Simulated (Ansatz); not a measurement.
# OY: the cost of one run

Method: the levels named in each step, in Ansatz 0.2.0.

### Step 1. The system as given

Bond lengths: O1–Y2 2.069 Å.

Structure file:

```xyz
2

O     0.0000    0.0000    0.0000
Y     0.0000    0.0000    2.0687
```

### Step 2. A rough first relaxation, PBE-D4/def2-SVP

This run stands in another session on the same molecule. It ended at:

```xyz
2

O     0.0000    0.0000    0.1503
Y     0.0000    0.0000    1.9184
```

### Step 3. Relaxation, PBE0-D4/def2-TZVPP

File input.yaml:

```yaml
crystal:
  periodic: [false, false, false]
  atoms:
    - { symbol: O, position_ang: [0.0, 0.0, 0.15029889] }
    - { symbol: "Y", position_ang: [0.0, 0.0, 1.91842111] }
total_charge: 1
basis:
  gaussian: { orbitals: def2-TZVPP }
hamiltonian:
  xc: pbe0
  dispersion: d4
relax:
  f_tol: 0.002
  max_steps: 150
```

Run with:

```console
$ ansatz run input.yaml --threads 2 --pin off --max-ram 5120MiB --backend cpu --events-out ev --progress --plain --runs-dir out
```

Q: Estimate wall time and peak memory on 2 threads of Intel Xeon Platinum 8488C (Sapphire Rapids), shared host.

About 6.9 s, with a peak of 0.16 GiB.
